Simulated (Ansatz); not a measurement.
# Hf2Pd2Se2Br2O3 in Ansatz: convergence with k mesh

Crystal: Hf2Pd2Se2Br2O3.

```
CELL_PARAMETERS angstrom
5.75899 0.00000 0.00000
-2.87949 4.98743 0.00000
0.00000 0.00000 8.52547
ATOMIC_POSITIONS crystal
Hf 0.33333 0.66667 0.54201
Hf 0.66667 0.33333 0.54201
Pd 0.33333 0.66667 0.12880
Pd 0.66667 0.33333 0.12880
Se 0.33333 0.66667 0.85572
Se 0.66667 0.33333 0.85572
Br 0.00000 0.00000 0.13895
Br 0.00000 0.00000 0.65384
O 0.50000 0.00000 0.42963
O 0.00000 0.50000 0.42963
O 0.50000 0.50000 0.42963
```

The cell was built by a generator and needn't be a form met in nature.

```yaml
Program: Ansatz 0.2.0
Task: convergence study
Functional: PBE
Potentials_or_basis: Ansatz PAW
Cutoff: "420 eV (not typed: the program's choice for these potentials)"
k_mesh: 2 × 2 × 1
Occupations: fermi-dirac, width 0.05 eV
Spin: no spin polarisation
```

These are the settings of the first run; the series varies k mesh, with any setting tied to it.

Hardware: 8 threads of Intel(R) Xeon(R) CPU @ 2.60GHz (Ice Lake), on a shared host.

```
   k mesh  energy less the tightest run, at zero smearing (meV/atom)  pressure (GPa)  largest force (eV/Å)  SCF cycles  CPU time (s)  peak memory (GiB)
2 × 2 × 1                                                     -18.30           -0.32                 0.248          12             6               0.65
2 × 2 × 2                                                      -0.40           -0.01                 0.126          12           7.8               0.81
3 × 3 × 2                                                      -0.16           -0.05                 0.077          12            13               0.97
4 × 4 × 3                                                      -0.09           -0.08                 0.090          11            16                1.1
5 × 5 × 3                                                      -0.05           -0.08                 0.073          12            20                1.2
6 × 6 × 4                                                      -0.14           -0.09                 0.079          11            36                1.4
7 × 7 × 5                                                      -0.06           -0.08                 0.077          12            43                1.4
9 × 9 × 5                                                       0.00           -0.08                 0.076          12            66                1.5
```

Against the tightest run, the energy stays within 1 meV/atom from 2 × 2 × 2 on; the pressure stays within 0.1 GPa from 2 × 2 × 2 on; the largest force stays within 0.005 eV/Å from 5 × 5 × 3 on. Meshes of other sizes hit other points, so gaps and Fermi surfaces needn't settle smoothly. The tightest run that finished is the yardstick and may itself not be fully converged.

The run has no spin-orbit coupling, so splittings on Hf are missing.
